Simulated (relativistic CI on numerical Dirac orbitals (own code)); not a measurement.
# Ge IX (Ge⁸⁺): levels and lines

The task is the spectrum of Ge⁸⁺: levels, purity of their labels, lifetimes and lines; further runs change one setting each.

The numbers are computed with relativistic CI on numerical Dirac orbitals (own code) version 2 (Dirac-Coulomb-Breit CI, KLI orbitals optimised for each configuration, model QED (radiative potential, 1s self-energy scaled to tabulated hydrogen-like ionisation energies)), except any that are marked as measured or tabulated.

## Step 1: The atom as given

- ion: Ge⁸⁺ (Ge IX)
- nuclear charge: 32
- electrons: 24
- isotope: A = 74
- first configuration typed: [Ar] 3d6

Outer shells as boxes (Hund's rule):

first configuration typed
```
[Ar] core
3d [↑↓][↑ ][↑ ][↑ ][↑ ]
```

## Step 2: The main run

The run's settings:

```ini
atom Ge  Z=32  charge=8  electrons=24
nucleus A=74  rms_radius_fm=4.0742
hamiltonian dirac-coulomb  breit=on  qed=on  c_scale=1
orbitals kli  potential=per-configuration
slater_scale 1
correlation none
mixing on
configurations
  [Ar] 3d6
  [Ne] 3s2 3p5 3d7
  [Ar] 3d5 4s
  [Ne] 3s2 3p4 3d8
  [Ne] 3s 3p6 3d7
  [Ar] 3d5 4p
  [Ar] 3d4 4s2
  [Ar] 3d5 4d
  [Ar] 3d4 4s 4p
  [Ne] 3p6 3d8
  [Ar] 3d4 4p2
  [Ar] 3d5 5s
  [Ar] 3d5 4f
  [Ar] 3d5 5p
  [Ar] 3d5 5d
  [Ne] 3s 3p5 3d8
end
```

## Step 3: Correlation estimate p86

Changes to the settings of step 2:

```diff
@@ -5,3 +5,3 @@
 slater_scale 1
-correlation none
+correlation p86
 mixing on
```

## Step 4: One common potential

Changes to the settings of step 3:

```diff
@@ -3,5 +3,5 @@
 hamiltonian dirac-coulomb  breit=on  qed=on  c_scale=1
-orbitals kli  potential=per-configuration
+orbitals kli  potential=mean
 slater_scale 1
-correlation p86
+correlation none
 mixing on
```

## Step 5: The first configuration alone

The run's settings:

```ini
atom Ge  Z=32  charge=8  electrons=24
nucleus A=74  rms_radius_fm=4.0742
hamiltonian dirac-coulomb  breit=on  qed=on  c_scale=1
orbitals kli  potential=per-configuration
slater_scale 1
correlation none
mixing on
configurations
  [Ar] 3d6
end
```

(Steps that only read results are left out.)

**Question.** What will these runs give? Wanted: lowest level; first excitation; lowest level of the other parity; fastest E1 line; ionisation energy.

**Answer**, as computed:

| run | time | mean size of shift, levels followed (cm⁻¹) | lowest level | ionisation energy (eV) |
| --- | --- | --- | --- | --- |
| main run | 1.2 s | 0 | 3d6 5D4 | 206.02 |
| correlation estimate p86 | 1.2 s | 3.0 | 3d6 5D4 | 207.64 |
| one common potential | 0.95 s | 45.8 | 3d6 5D4 | - |
| the first configuration alone | 0.042 s | 3046 | 3d6 5D4 | - |

The tabulated theoretical ionisation energy (NIST) is 212.5 eV.

| quantity | value |
| --- | --- |
| lowest level | 3d6 5D4 |
| first excitation | 3d6 5D3, 2516.5 cm⁻¹ |
| lowest level of the other parity | 3p5 3d7 5G°6, 689966 cm⁻¹ |
| levels in the model | 2886 |
| fastest E1 line (by rate) to the lowest level among the lowest 200 of 2886 levels | 12.69 nm, from 3d5 4p 5D°4 |
| ionisation energy | 206.02 eV |
| ionisation energy, tabulated theoretical (NIST) | 212.5 eV |

What this shows: The lowest level is 3d6 5D4, 99 % pure in LS and 47 % in jj coupling; over the low levels the means are 92 and 58 %, so LS coupling describes them better. The ionisation energy from the two ground configurations alone is 3.1 % below the tabulated theoretical value. The largest mover is «the first configuration alone» (3046 cm⁻¹ on average). Lifetimes count radiative decay inside the model alone.
